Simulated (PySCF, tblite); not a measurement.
**C4H9ClO3S: geometry, infrared bands and NMR shifts**

What infrared bands and NMR shifts should C4H9ClO3S (`CO[C@@H](C)CS(=O)(=O)Cl`) show?

Programs: tblite 0.8.0 and PySCF 2.14.0, with density-fitted response routines of our own. Each step states its level of theory. These are calculated values for one molecule in the gas phase, unless marked as measured. Atoms count from 0, in the outputs and in this text.

## Step 1: Starting geometry

18 atoms, charge 0, multiplicity 1; geometry from: force field or distance geometry start.

Bonds of the start (Å): C0–O1 1.38, O1–C2 1.35, C2–C3 1.49, C2–C4 1.53, C4–S5 1.77, S5–O6 1.52, S5–O7 1.49, S5–Cl8 2.06, C0–H9 1.12, C0–H10 1.09, C0–H11 1.12, C2–H12 1.10, C3–H13 1.09, C3–H14 1.11, C3–H15 1.12, C4–H16 1.12, C4–H17 1.11.

## Step 2: Optimising the geometry with GFN2-xTB

What the job is given:

```
{"job": {"kind": "relax", "xc": "GFN2-xTB", "basis": "xTB"}, "charge": 0, "multiplicity": 1}
C      1.709000     1.105400     0.813900
O      0.939500    -0.044700     0.830600
C      0.392200    -0.410400    -0.350500
C      0.797800    -1.745600    -0.882800
C     -1.130000    -0.488900    -0.183700
S     -1.857700     1.049900     0.308900
O     -1.317700     1.453800     1.675200
O     -1.567100     2.138100    -0.666100
Cl    -3.883300     0.725100     0.474100
H      1.101300     1.999900     0.506600
H      2.649700     1.003100     0.265600
H      1.969400     1.323000     1.878400
H      0.647500     0.326100    -1.123400
H      1.645700    -1.741600    -1.569100
H      0.910100    -2.469900    -0.046600
H     -0.085600    -2.115500    -1.459700
H     -1.362100    -1.214600     0.637800
H     -1.567500    -0.887000    -1.120700
```

Launch:

```console
> OMP_NUM_THREADS=1 python probes_run.py task.json out
```

One launch serves the whole session: the jobs run in the order shown.

**Question.** This job is followed by: GFN2-xTB harmonic vibrations, gas phase; GIAO PBE0/pcSseg-1 NMR shielding, non-relativistic, gas phase. What will the session give for the following? strongest single infrared mode (GFN2-xTB); zero-point energy (GFN2-xTB); 13C shifts against TMS (PBE0/pcSseg-1); 1H shifts against TMS (PBE0/pcSseg-1, means over atoms taken as alike); 17O shifts against H2O (PBE0/pcSseg-1); 33S shifts against CS2 (PBE0/pcSseg-1); 35Cl shifts against HCl (PBE0/pcSseg-1).

As calculated:

| quantity | value |
| --- | --- |
| strongest single infrared mode (GFN2-xTB) | 1297 cm⁻¹, 235 km/mol |
| zero-point energy (GFN2-xTB) | 84.1 kcal/mol |
| 13C shifts against TMS (PBE0/pcSseg-1) | 85.5, 74.1, 57.8, 17.3 ppm |
| 1H shifts against TMS (PBE0/pcSseg-1, means over atoms taken as alike) | 3.95, 3.86, 3.60, 3.50, 1.21 ppm |
| 17O shifts against H2O (PBE0/pcSseg-1) | 315.8, 276.5, 68.1 ppm |
| 33S shifts against CS2 (PBE0/pcSseg-1) | 323 ppm |
| 35Cl shifts against HCl (PBE0/pcSseg-1) | 584 ppm |

**Reading.** Over 111 steps the energy fell by 1.129 eV; of the close pairs, S5–O6 changed most, 1.524 to 1.421 Å. All 48 modes are real, so the xTB geometry is a minimum. The strongest single mode, at 1297 cm⁻¹, is carried by H12, S5, O6, O7. GFN2-xTB is a fitted tight-binding method: band positions and strengths are rough. Its intensities can rank the bands wrongly. At PBE0/pcSseg-1: The largest span, 1010 ppm, is at Cl8, where the paramagnetic term is -778 ppm.
